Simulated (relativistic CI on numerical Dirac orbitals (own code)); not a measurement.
**Sb XIX (Sb¹⁸⁺): levels and lines**

What are the lowest levels and the strongest lines of Sb¹⁸⁺? One CI run answers it; further runs change one setting each.

Method: Dirac-Coulomb-Breit CI, KLI orbitals optimised for each configuration, model QED (radiative potential, 1s self-energy scaled to tabulated hydrogen-like ionisation energies). Code: relativistic CI on numerical Dirac orbitals (own code) version 4.

### 1 What is computed

```
ion                       : Sb¹⁸⁺ (Sb XIX)
nuclear charge            : 51
electrons                 : 33
isotope                   : A = 121
first configuration typed : [Ar] 3d10 4s2 4p3
```

The outer shells:

first configuration typed
```
[Ar] core
3d [↑↓][↑↓][↑↓][↑↓][↑↓]
4s [↑↓]
4p [↑ ][↑ ][↑ ]
```

### 2 CI with the chosen configurations

The run's settings:

```ini
atom Sb  Z=51  charge=18  electrons=33
nucleus A=121  rms_radius_fm=4.6802
hamiltonian dirac-coulomb  breit=on  qed=on  c_scale=1
orbitals kli  potential=per-configuration
slater_scale 1
correlation none
mixing on
configurations
  [Ar] 3d10 4s2 4p3
  [Ar] 3d10 4s 4p4
  [Ar] 3d10 4p5
  [Ar] 3d10 4s2 4p2 4d
  [Ar] 3d10 4s 4p3 4d
  [Ar] 3d10 4s2 4p2 4f
  [Ar] 3d10 4s 4p3 4f
  [Ar] 3d10 4p4 4d
  [Ar] 3d10 4s 4p2 4d2
  [Ar] 3d10 4s2 4p 4d 4f
  [Ar] 3d10 4s2 4p2 5s
  [Ar] 3d10 4p4 4f
  [Ar] 3d10 4s2 4p 4d2
  [Ar] 3d10 4s2 4d3
  [Ar] 3d10 4s 4p 4d3
  [Ar] 3d10 4s2 4d2 4f
  [Ar] 3d10 4s 4p 4d2 4f
  [Ar] 3d10 4s2 4d2 5s
  [Ar] 3d10 4p3 4d2
  [Ar] 3d10 4p2 4d3
  [Ar] 3d10 4p2 4d2 4f
  [Ar] 3d10 4p2 4d2 5s
end
```

The run is started by

```bash
$ python run_levels.py task.json out
```

One command runs all members of the session, one after another, from task.json.

### 3 Correlation estimate p86

Settings: those of step 2 with these lines changed.

```diff
@@ -5,3 +5,3 @@
 slater_scale 1
-correlation none
+correlation p86
 mixing on
```

### 4 Without the Breit term

Settings: those of step 3 with these lines changed.

```diff
@@ -2,6 +2,6 @@
 nucleus A=121  rms_radius_fm=4.6802
-hamiltonian dirac-coulomb  breit=on  qed=on  c_scale=1
+hamiltonian dirac-coulomb  breit=off  qed=on  c_scale=1
 orbitals kli  potential=per-configuration
 slater_scale 1
-correlation p86
+correlation none
 mixing on
```

### 5 The first 3 configurations alone

The run's settings:

```ini
atom Sb  Z=51  charge=18  electrons=33
nucleus A=121  rms_radius_fm=4.6802
hamiltonian dirac-coulomb  breit=on  qed=on  c_scale=1
orbitals kli  potential=per-configuration
slater_scale 1
correlation none
mixing on
configurations
  [Ar] 3d10 4s2 4p3
  [Ar] 3d10 4s 4p4
  [Ar] 3d10 4p5
end
```

(Steps that only read results are left out.)

What does the calculation give? Wanted: lowest level; first excitation; lowest level of the other parity; fastest E1 line; ionisation energy.

**Answer**, as computed:

| run | time | mean size of shift, levels followed (cm⁻¹) | lowest level | ionisation energy (eV) |
| --- | --- | --- | --- | --- |
| main run | 4.3 s | 0 | 4p3 [4p3/2] J=3/2° | 509.85 |
| correlation estimate p86 | 4.3 s | 434 | 4p3 [4p3/2] J=3/2° | 511.41 |
| without the Breit term | 3.7 s | 1153 | 4p3 [4p3/2] J=3/2° | 510.10 |
| the first 3 configurations alone | 0.16 s | 16273 | 4p3 [4p3/2] J=3/2° | - |

The tabulated theoretical ionisation energy (NIST) is 510 eV.

| quantity | value |
| --- | --- |
| lowest level | 4p3 [4p3/2] J=3/2° |
| first excitation | 4p3 [4p1/2 4p3/2^2] J=3/2°, 73683 cm⁻¹ |
| lowest level of the other parity | 4s 4p4 4P5/2, 420991 cm⁻¹ |
| levels in the model | 3665 |
| fastest E1 line (by rate) to the lowest level among the lowest 200 of 3665 levels | 13.15 nm, from 4p2 4d 4P5/2 |
| ionisation energy | 509.85 eV |
| ionisation energy, tabulated theoretical (NIST) | 510 eV |

In words: 4p3 [4p3/2] J=3/2° comes out lowest; its LS label holds 49 % and its jj label 90 %; over the low levels the means are 60 and 73 %, so jj coupling describes them better. The ionisation energy agrees with the tabulated theoretical value within its uncertainty of 3 eV. The largest mover is «the first 3 configurations alone» (16273 cm⁻¹ on average). Lifetimes count radiative decay inside the model alone.
